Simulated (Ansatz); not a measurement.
**H3O3SV: vertical ionisation energy**

One table from this session's results is given with a row withheld; the runs are named, their logs left out.

Method: unrestricted cation, the program's frozen cores in correlated methods; program: Ansatz 0.2.0, Gaussian basis.

Levels to be run: UKS PBE-D4/def2-TZVPP; UKS r2SCAN-D4/def2-TZVPP; UKS PBE0-D4/def2-TZVPP; UKS B3LYP-D4/def2-TZVPP; UKS wB97X-V/def2-TZVPP; UKS wB97M-V/def2-TZVPP; UKS B2PLYP/def2-TZVPP; UHF-CCSD(T)/def2-TZVPP; UHF-MP2/def2-QZVPP; extrapolation to the limit; then −ε(HOMO) from the neutral's earlier runs with LDA (SPW92), PBE-D4, revPBE-D4, BLYP-D4, r2SCAN-D4, B97M-V, PBE0-D4, B3LYP-D4, r2SCANh-D4, r2SCAN0-D4, HSE06-D4, BHLYP-D4, CAM-B3LYP-D4, LC-ωPBE, ωB97X-V, ωB97M-V.

## The relaxed structure

All runs share one geometry, relaxed beforehand with PBE0-D4 in a triple-zeta def2 set.

8 atoms, charge 0, spin multiplicity 1.

Atoms are counted from 1 here; the program's logs count them from 0.

Bond lengths: O1–V2 1.753 Å, O1–H6 0.961 Å, V2–O3 1.753 Å, V2–O4 1.763 Å, V2–S5 2.001 Å, O3–H7 0.961 Å, O4–H8 0.964 Å. Angles: V2–O1–H6 123.2°, O1–V2–O3 107.6°, O1–V2–O4 109.7°, O1–V2–S5 111.1°, O3–V2–O4 109.7°, O3–V2–S5 111.1°, O4–V2–S5 107.7°, V2–O3–H7 123.2°, V2–O4–H8 116.9°.

The first run:

Contents of in.yaml:

```yaml
crystal:
  periodic: [false, false, false]
  atoms:
    - {symbol: O, position_ang: [-1.058358, 1.040274, 0.746631]}
    - {symbol: V, position_ang: [0.051179, 0.047530, -0.179312]}
    - {symbol: O, position_ang: [1.396558, -0.361701, 0.867823]}
    - {symbol: O, position_ang: [-0.764169, -1.425475, -0.702467]}
    - {symbol: S, position_ang: [0.681409, 1.009544, -1.816804]}
    - {symbol: H, position_ang: [-1.407507, 1.876710, 0.427857]}
    - {symbol: H, position_ang: [2.315768, -0.249952, 0.611480]}
    - {symbol: H, position_ang: [-1.122781, -1.994031, -0.011008]}
basis:
  gaussian: {orbitals: def2-TZVPP}
total_charge: 1
magnetization: {spin_polarized: true, initial_magnetization: 1}
hamiltonian: {xc: pbe, dispersion: d4}
```

Run with:

```sh
$ ansatz run in.yaml --threads 2 --pin off --events-out ev --progress --plain --max-ram 20480MiB --backend cpu
```

Steps of the session up to this table: Cation, UKS PBE-D4/def2-TZVPP; Cation, UKS r2SCAN-D4/def2-TZVPP; Cation, UKS PBE0-D4/def2-TZVPP; Cation, UKS B3LYP-D4/def2-TZVPP; Cation, UKS wB97X-V/def2-TZVPP; Cation, UKS wB97M-V/def2-TZVPP; Cation, UKS B2PLYP (frozen core)/def2-TZVPP; Cation, UHF-CCSD(T)/def2-TZVPP; Cation, UHF-MP2/def2-QZVPP.

One of the session's tables, all rows but one given; the rest of the session is left out.

It belongs to the step «Ionisation energies side by side». Orbital estimates, from the neutral's runs:

| functional | −ε(HOMO) (eV) |
| --- | --- |
| LDA (SPW92) | 6.83 |
| PBE-D4 | 6.66 |
| revPBE-D4 | 6.59 |
| BLYP-D4 | 6.50 |
| r2SCAN-D4 | 6.95 |
| B97M-V | 6.99 |
| PBE0-D4 | 7.91 |
| B3LYP-D4 | 7.67 |
| r2SCANh-D4 | ? |
| r2SCAN0-D4 | 8.11 |
| HSE06-D4 | 7.51 |
| BHLYP-D4 | 9.01 |
| CAM-B3LYP-D4 | 9.22 |
| LC-ωPBE | 10.54 |
| ωB97X-V | 10.20 |
| ωB97M-V | 10.07 |

**Question.** Estimate the row for r2SCANh-D4.

Worked estimate for «−ε(HOMO) (eV)». Against the share of exact exchange, r2SCAN-D4 (0, 6.95), r2SCAN0-D4 (0.25, 8.11) give a slope of 4.64 per unit share; at 0.1 the line stands at 7.41.

As computed: −ε(HOMO) (eV): 7.41. In «−ε(HOMO) (eV)» the line misses by 0.00.

To keep in mind: The cation may have settled in a state other than its lowest; no search over hole states beyond the program's own was made.
